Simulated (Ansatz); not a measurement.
# CdSeS4: the cost of one run

Computed with Ansatz 0.2.0 (DFT PBE, scalar-relativistic, plane waves, PAW, unless a step's input says otherwise).

## Step 1: Starting point

It takes space group P4/mmm (No. 123, tetragonal). The conventional cell has a = 4.189 Å, b = 4.189 Å, c = 7.038 Å, α = 90.00°, β = 90.00°, γ = 90.00°. Around Cd (site symmetry 4/mmm) lie 10 S at 2.80 to 3.05 Å. Se (site symmetry 4/mmm) has 10 S at 2.80 to 3.05 Å in its first shell of neighbours. S (site symmetry 4mm) has 1 S at 1.43 Å in its first shell of neighbours.

Structure file:

```
Cd Se S
1.0
     4.18917    0.00000    0.00000
     0.00000    4.18917    0.00000
     0.00000    0.00000    7.03837
Cd Se S
1 1 4
Direct
  0.00000 0.00000 0.00000
  0.50000 0.50000 0.50000
  0.00000 0.00000 0.60174
  0.50000 0.50000 0.10178
  0.50000 0.50000 0.89823
  0.00000 0.00000 0.39826
```

The cell is invented: species swapped into a database cell of CeNdC4 (P4/mmm, No. 123), with Cd on the Ce sites, Se on the Nd sites and S on the C sites. Its size is a rough estimate.

## Step 2: A first look at the guess

The input, input.yaml:

```yaml
crystal:
  lattice:
    - [4.18917159, 0.0, 0.0]
    - [0.0, 4.18917159, 0.0]
    - [0.0, 0.0, 7.03837031]
  atoms:
    - { symbol: Cd, position: [0.0, 0.0, 0.0] }
    - { symbol: Se, position: [0.5, 0.5, 0.5] }
    - { symbol: S, position: [0.0, 0.0, 0.60173798] }
    - { symbol: S, position: [0.5, 0.5, 0.101775] }
    - { symbol: S, position: [0.5, 0.5, 0.898225] }
    - { symbol: S, position: [0.0, 0.0, 0.39826202] }
basis:
  ecutwfc: 420
kpoints:
  mp_grid: { grid: [4, 4, 4] }
hamiltonian:
  xc: pbe
scf:
  occupations: { method: gaussian, width: 0.1 }
  lower_state_search: "off"
output:
  forces: true
  stress: true
  eigenvalues: true
```

Started as:

```console
$ ansatz run input.yaml --threads 1 --pin off --max-ram 2560MiB --backend cpu --events-out ev --progress --plain --runs-dir out
```

What time and memory should one allow on 1 thread of Arm Neoverse V2, shared host?

About 4.9 s, with a peak of 0.39 GiB.
